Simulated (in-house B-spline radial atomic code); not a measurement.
# Tl³²⁺: excited configurations in jj coupling

Wanted: excitation energies of Tl³²⁺ as differences of total energies (ΔSCF).

The numbers are computed with in-house B-spline radial atomic code version 1 (Dirac-Hartree-Fock, average of configuration, Fermi nucleus, basis-set limit), except any that are marked as measured or tabulated.

## 1. What is computed

| Item | Value |
| --- | --- |
| element | thallium (Z = 81) |
| charge | +32 |
| electrons | 49 |
| configuration | 1s2 2s2 2p6 3s2 3p6 3d10 4s2 4p6 4d10 4f-3 |
| Hamiltonian | Dirac-Coulomb |
| nucleus | Fermi, rms radius 5.476 fm |

In configurations, a minus sign after the shell means j = l − 1/2 and a plus sign j = l + 1/2; the count of electrons follows.

Settings of the run:

```ini
Z = 81
electrons = 49.0
configuration = 1s2 2s2 2p6 3s2 3p6 3d10 4s2 4p6 4d10 4f-3
hamiltonian = dirac
method = hf
spin_polarised = False
nucleus = fermi
rms_radius = 5.4759
mass_number = 205
atomic_mass = 204.974427318
speed_of_light = 137.035999084
```

From the earlier run of the reference: total energy -19748.853272 hartree. Levels, eight at most:

```
orbital  occupation  energy (eV)  <r> (bohr)
  3d3/2           4     -3712.41      0.1587
  3d5/2           6     -3607.27      0.1631
  4s1/2           2     -1954.63      0.3735
  4p1/2           2     -1828.92      0.3720
  4p3/2           4     -1692.58      0.3981
  4d3/2           4     -1488.24      0.3921
  4d5/2           6     -1452.86      0.4007
  4f5/2           3     -1214.48      0.3764
```

## 2. Run with 1s2 2s2 2p6 3s2 3p6 3d10 4s2 4p6 4d-3 4d+6 4f+3 7g+1

Settings of the run:

```ini
Z = 81
electrons = 49.0
configuration = 1s2 2s2 2p6 3s2 3p6 3d10 4s2 4p6 4d-3 4d+6 4f+3 7g+1
hamiltonian = dirac
method = hf
spin_polarised = False
nucleus = fermi
rms_radius = 5.4759
mass_number = 205
atomic_mass = 204.974427318
speed_of_light = 137.035999084
```

## 3. Configuration 1s2 2s2 2p6 3s2 3p6 3d10 4s2 4p6 4d-4 4d+5 4f-3 6p-1

Settings: those of step 2 with these lines changed.

```diff
@@ -2,3 +2,3 @@
 electrons = 49.0
-configuration = 1s2 2s2 2p6 3s2 3p6 3d10 4s2 4p6 4d-3 4d+6 4f+3 7g+1
+configuration = 1s2 2s2 2p6 3s2 3p6 3d10 4s2 4p6 4d-4 4d+5 4f-3 6p-1
 hamiltonian = dirac
```

## 4. 1s2 2s2 2p6 3s2 3p6 3d10 4s2 4p6 4d10 4f-2 6s1

Settings: those of step 3 with these lines changed.

```diff
@@ -2,3 +2,3 @@
 electrons = 49.0
-configuration = 1s2 2s2 2p6 3s2 3p6 3d10 4s2 4p6 4d-4 4d+5 4f-3 6p-1
+configuration = 1s2 2s2 2p6 3s2 3p6 3d10 4s2 4p6 4d10 4f-2 6s1
 hamiltonian = dirac
```

## 5. Run with 1s2 2s2 2p6 3s2 3p6 3d10 4s2 4p6 4d-4 4d+5 4f+3 6g-1

Settings: those of step 4 with these lines changed.

```diff
@@ -2,3 +2,3 @@
 electrons = 49.0
-configuration = 1s2 2s2 2p6 3s2 3p6 3d10 4s2 4p6 4d10 4f-2 6s1
+configuration = 1s2 2s2 2p6 3s2 3p6 3d10 4s2 4p6 4d-4 4d+5 4f+3 6g-1
 hamiltonian = dirac
```

## 6. 1s2 2s2 2p6 3s2 3p6 3d10 4s2 4p6 4d10 4f+2 8f-1

Settings: those of step 5 with these lines changed.

```diff
@@ -2,3 +2,3 @@
 electrons = 49.0
-configuration = 1s2 2s2 2p6 3s2 3p6 3d10 4s2 4p6 4d-4 4d+5 4f+3 6g-1
+configuration = 1s2 2s2 2p6 3s2 3p6 3d10 4s2 4p6 4d10 4f+2 8f-1
 hamiltonian = dirac
```

## 7. 1s2 2s2 2p6 3s2 3p6 3d10 4s2 4p6 4d10 4f-2 4f+1

Settings: those of step 6 with these lines changed.

```diff
@@ -2,3 +2,3 @@
 electrons = 49.0
-configuration = 1s2 2s2 2p6 3s2 3p6 3d10 4s2 4p6 4d10 4f+2 8f-1
+configuration = 1s2 2s2 2p6 3s2 3p6 3d10 4s2 4p6 4d10 4f-2 4f+1
 hamiltonian = dirac
```

## 8. Configuration 1s2 2s2 2p6 3s2 3p6 3d10 4s2 4p6 4d10 4f-1 4f+2

Settings: those of step 7 with these lines changed.

```diff
@@ -2,3 +2,3 @@
 electrons = 49.0
-configuration = 1s2 2s2 2p6 3s2 3p6 3d10 4s2 4p6 4d10 4f-2 4f+1
+configuration = 1s2 2s2 2p6 3s2 3p6 3d10 4s2 4p6 4d10 4f-1 4f+2
 hamiltonian = dirac
```

Q: How far above the reference does each configuration lie (order and size, in eV)?

The runs gave:

| net move | configuration | energy above the reference (eV) | with Breit, QED, recoil (eV) | largest <r> (bohr) |
| --- | --- | --- | --- | --- |
| 4f5/2 → 4f7/2 | 1s2 2s2 2p6 3s2 3p6 3d10 4s2 4p6 4d10 4f-2 4f+1 | 8.954 | 8.635 | 0.400 |
| 2×4f5/2 → 2×4f7/2 | 1s2 2s2 2p6 3s2 3p6 3d10 4s2 4p6 4d10 4f-1 4f+2 | 15.975 | 15.406 | 0.400 |
| 4f5/2 → 6s | 1s2 2s2 2p6 3s2 3p6 3d10 4s2 4p6 4d10 4f-2 6s1 | 586.07 | 586.57 | 1.09 |
| 4d5/2 → 6p1/2 | 1s2 2s2 2p6 3s2 3p6 3d10 4s2 4p6 4d-4 4d+5 4f-3 6p-1 | 852.77 | 852.66 | 1.11 |
| 3×4f5/2 → 2×4f7/2, 8f5/2 | 1s2 2s2 2p6 3s2 3p6 3d10 4s2 4p6 4d10 4f+2 8f-1 | 970.04 | 969.40 | 2.45 |
| 4d5/2, 3×4f5/2 → 3×4f7/2, 6g7/2 | 1s2 2s2 2p6 3s2 3p6 3d10 4s2 4p6 4d-4 4d+5 4f+3 6g-1 | 1050.38 | 1048.86 | 1.25 |
| 4d3/2, 3×4f5/2 → 3×4f7/2, 7g9/2 | 1s2 2s2 2p6 3s2 3p6 3d10 4s2 4p6 4d-3 4d+6 4f+3 7g+1 | 1184.13 | 1182.23 | 1.83 |

What this shows: The energies run from 8.954 eV (4f5/2 → 4f7/2) to 1184.13 eV (4d3/2, 3×4f5/2 → 3×4f7/2, 7g9/2). These are averages over configurations, without correlation, not spectroscopic levels.
